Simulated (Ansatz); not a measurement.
# CH₃BrF₂OZr: how energies converge with the basis set

Aim: see how fast density functionals converge with the basis set for CH₃BrF₂OZr.

Program: Ansatz 0.2.0, Gaussian basis. Level of theory: one geometry, several basis sets. These are calculated values, not measurements.

The runs, in order: PBE0-D4/def2-SVP; ωB97M-V/def2-SVP; PBE0-D4/def2-QZVPP; ωB97M-V/def2-QZVPP; the functionals' def2-TZVPP values are taken from earlier runs.

### Step 1. Structure used throughout

All runs share one geometry, relaxed beforehand with PBE0-D4/def2-TZVP. Zr takes the def2 core potential; no spin-orbit term is included.

SMILES `C[O][Zr]([F])([F])[Br]`, 9 atoms, charge 0, spin multiplicity 1.

Atoms are counted from 1 here; the program's logs count them from 0.

Bond lengths: C1–O2 1.397 Å, C1–H7 1.093 Å, C1–H8 1.093 Å, C1–H9 1.093 Å, O2–Zr3 1.880 Å, Zr3–F4 1.900 Å, Zr3–F5 1.900 Å, Zr3–Br6 2.518 Å. Angles: O2–C1–H7 109.8°, O2–C1–H8 110.0°, O2–C1–H9 110.0°, H7–C1–H8 109.0°, H7–C1–H9 109.0°, H8–C1–H9 109.0°, C1–O2–Zr3 178.9°, O2–Zr3–F4 108.6°, O2–Zr3–F5 108.6°, O2–Zr3–Br6 108.8°, F4–Zr3–F5 109.4°, F4–Zr3–Br6 110.7°, F5–Zr3–Br6 110.7°.

### Step 2. PBE0-D4 in def2-SVP

File in.yaml:

```yaml
crystal:
  periodic: [false, false, false]
  atoms:
    - {symbol: C, position_ang: [-1.365986, -0.931998, 0.446141]}
    - {symbol: O, position_ang: [-0.243502, -0.212329, 0.030318]}
    - {symbol: Zr, position_ang: [1.262547, 0.778000, -0.502237]}
    - {symbol: F, position_ang: [2.768243, -0.380001, -0.537467]}
    - {symbol: F, position_ang: [0.952514, 1.461730, -2.247436]}
    - {symbol: Br, position_ang: [1.623043, 2.655099, 1.137227]}
    - {symbol: H, position_ang: [-1.770737, -0.491778, 1.361096]}
    - {symbol: H, position_ang: [-1.091516, -1.971517, 0.642951]}
    - {symbol: H, position_ang: [-2.134588, -0.907196, -0.330583]}
basis:
  gaussian: {orbitals: def2-SVP}
hamiltonian: {xc: pbe0, dispersion: d4}
output: {orbitals: {seedname: orbitals}}
```

Command:

```
ansatz run in.yaml --threads 2 --pin off --events-out ev --progress --plain --max-ram 20480MiB --backend cpu
```

Further steps of the session: ωB97M-V in def2-SVP; PBE0-D4 in def2-QZVPP; ωB97M-V in def2-QZVPP.

Before running them: what should the planned runs give, taken together? Wanted: PBE0-D4: double and triple zeta above quadruple; ωB97M-V: double and triple zeta above quadruple.

**Answer**, as computed:

| quantity | value |
| --- | --- |
| PBE0-D4: double and triple zeta above quadruple | 21.11, 1.99 eV |
| ωB97M-V: double and triple zeta above quadruple | 21.25, 1.91 eV |

For PBE0-D4 the step from double to triple zeta gains 19.12 eV and the next only 1.99 eV. Total energies overstate the basis error of differences, where much of it tends to cancel.
